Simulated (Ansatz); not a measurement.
NiMoIrPdW:

```xyz
5
Lattice="2.7608 0.0000 0.0000 -1.3804 2.3909 0.0000 0.0000 0.0000 11.3405" Properties=species:S:1:pos:R:3 pbc="T T T"
Ni    0.0000    0.0000    8.0423
Mo    1.3804    0.7970    3.3369
Pd    1.3804    0.7970   10.1952
Ir    0.0000    0.0000    1.2025
W     1.3804    0.7970    6.0015
```

The cell was built by a generator and needn't be a form met in nature.

Base run:

```yaml
Program: Ansatz 0.2.0
Functional: BLYP
Potentials_or_basis: all-electron LAPW, scalar-relativistic
Cutoff: 282 eV
Density_cutoff: 1129 eV
Basis_error_allowed: 0.002 eV/atom
k_mesh: 8 × 8 × 2
Occupations: fermi-dirac, width 0.05 eV
Spin: collinear spin, ferromagnetic start
Starting_moments: "[1.0, 1.0, 0.0, 0.6, 0.0] μB"
```

Its results: pressure 10.9 GPa; net moment 0.00 μB per cell; largest force 0.535 eV/Å.

Q: The run is repeated on the same cell with these changes: functional from BLYP to revPBE. What comes out?

A: Pressure 2.9 GPa; net moment 0.00 μB per cell; largest force 0.309 eV/Å.

Caveats: the k mesh is thin for a metal, which can move the energy by tens of meV per atom.

Not every run made on this cell is shown here.
